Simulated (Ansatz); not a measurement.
# BaH4 (tetrahydride): the cost of one run

Computed with Ansatz 0.2.0 (DFT PBEsol, scalar-relativistic, plane waves, PAW, unless a step's input says otherwise).

## (1) The starting structure

Symmetry: I4/mmm, No. 139, tetragonal system. Conventional cell: a = 3.750 Å, b = 3.750 Å, c = 6.900 Å, α = 90.00°, β = 90.00°, γ = 90.00°. Around Ba (site symmetry 4/mmm) lie 16 H at 2.55 to 2.68 Å. H (site symmetry -4m2) is surrounded by 8 H at 2.29 to 2.65 Å and 4 Ba at 2.55 Å. H (site symmetry 4mm) has 1 H at 0.83 Å as nearest neighbours.

Structure file:

```
CELL_PARAMETERS angstrom
-1.87500 1.87500 3.45000
1.87500 -1.87500 3.45000
1.87500 1.87500 -3.45000
ATOMIC_POSITIONS crystal
Ba 0.00000 0.00000 0.00000
H 0.75000 0.25000 0.50000
H 0.25000 0.75000 0.50000
H 0.44000 0.44000 0.00000
H 0.56000 0.56000 0.00000
```

## (2) Cell and atoms relaxed at 25 GPa

input.yaml

```yaml
crystal:
  lattice:
    - [-1.875, 1.875, 3.45]
    - [1.875, -1.875, 3.45]
    - [1.875, 1.875, -3.45]
  atoms:
    - { symbol: Ba, position: [0.0, 0.0, 0.0] }
    - { symbol: H, position: [0.75, 0.25, 0.5] }
    - { symbol: H, position: [0.25, 0.75, 0.5] }
    - { symbol: H, position: [0.44, 0.44, 0.0] }
    - { symbol: H, position: [0.56, 0.56, 0.0] }
scf:
  occupations: { method: gaussian, width: 0.03 }
output:
  forces: true
  stress: true
  eigenvalues: true
  write_density: true
  write_potential: true
  elf: true
  volumetric_format: npy
hamiltonian:
  xc: pbesol
basis:
  ecutwfc: 600
kpoints:
  mp_grid: { grid: [10, 10, 10] }
relax:
  f_tol: 0.002
  max_steps: 60
  cell: { stress_tol: 0.03, p_target: 25 }
```

Run with:

```bash
> ansatz run input.yaml --threads 1 --pin off --max-ram 2867MiB --backend cpu --events-out ev --progress --plain --runs-dir out
```

What time and memory should one allow on 1 thread of Intel Xeon at 2.30GHz, shared host?

About 37 s, with a peak of 0.49 GiB.
